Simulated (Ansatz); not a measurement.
# Ga2HSi: the cost of one run

The runs use Ansatz 0.2.0, Gaussian basis; the settings change from run to run.

27 further runs of the same task are left out: 2 for a known fault of the program, 13 that didn't finish, 12 set aside as unsound or not needed. Runs told in other sessions of the task aren't counted.

## 1. The geometry

The geometry is a PBE0/def2-TZVP stationary point (not a proven minimum) with its atoms shifted at random (size 0.040 Å). No spin-orbit coupling is included. The filled d shell of Ga may be among the frozen orbitals whatever the setting's name suggests.

4 atoms, charge 0, spin multiplicity 2.

Atoms are counted from 1 here; the program's logs count them from 0.

Bond lengths: Ga1–Si2 2.542 Å, Si2–Ga3 2.570 Å, Si2–H4 1.523 Å. Angles: Ga1–Si2–Ga3 169.1°, Ga1–Si2–H4 96.4°, Ga3–Si2–H4 94.5°.

## 2. CCSD(T)/def2-SVP

File in.yaml:

```yaml
crystal:
  periodic: [false, false, false]
  atoms:
    - {symbol: Ga, position_ang: [0.002335, -0.523379, 2.539392]}
    - {symbol: Si, position_ang: [0.001491, -0.259366, 0.011036]}
    - {symbol: Ga, position_ang: [0.049466, -0.480210, -2.548740]}
    - {symbol: H, position_ang: [-0.053293, 1.262955, -0.001687]}
basis:
  gaussian: {orbitals: def2-SVP}
magnetization: {spin_polarized: false, initial_magnetization: 1}
hamiltonian: {xc: {name: PBE0}}
correlation: {method: ccsd_t, electrons: outside_noble_gas, diis_vectors: 12}
scf: {omitted_lower_state_checks: [cluster_reference]}
```

Started as:

```bash
$ ansatz run in.yaml --threads 1 --pin off --events-out ev --progress --plain --max-ram 2393MiB
```

**Question.** How long does this run take on 1 thread of Intel Xeon at 2.60GHz, shared host, and how much memory does it need?

About 11 s, with a peak of 0.28 GiB.
